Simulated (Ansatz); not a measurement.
# Ta3Cu: equation of state with PBE

The system is Ta3Cu.

```
Ta Cu
1.0
    -2.00651    2.00651    4.20817
     2.00651   -2.00651    4.20817
     2.00651    2.00651   -4.20817
Ta Cu
3 1
Direct
  0.50000 0.50000 0.00000
  0.25000 0.75000 0.50000
  0.75000 0.25000 0.50000
  0.00000 0.00000 0.00000
```

The cell comes from a database or a generator and needn't be the stable form of this composition.

```yaml
Program: Ansatz 0.2.0
Task: equation of state
Functional: PBE
Potentials_or_basis: Ansatz PAW
Cutoff: 420 eV
Density_cutoff: 1680 eV
k_mesh: 9 × 9 × 9
Occupations: fermi-dirac, width 0.05 eV
Spin: no spin polarisation
```

```yaml
Equilibrium_volume: 16.99 Å³/atom
Bulk_modulus_at_fixed_shape_and_positions: 182 GPa
Pressure_derivative_of_the_bulk_modulus: 3.9
```

Energy against volume, from the lowest point:
| volume (Å³/atom) | energy (meV/atom) |
| --- | --- |
| 15.926 | 41.78 |
| 16.265 | 18.68 |
| 16.604 | 5.05 |
| 16.942 | 0.00 |
| 17.281 | 2.74 |
| 17.620 | 12.52 |
| 17.959 | 28.68 |

All runs of the series together: 73 s on 2 threads of Intel(R) Xeon(R) Processor @ 2.50GHz (Skylake/Cascade Lake), on a shared host.

Caveat: the cell was scaled at fixed shape and fractional positions, which overstates the stiffness of a crystal with free parameters, most of all of layers and chains. Spin-orbit coupling is left out, which matters for the levels of Ta.
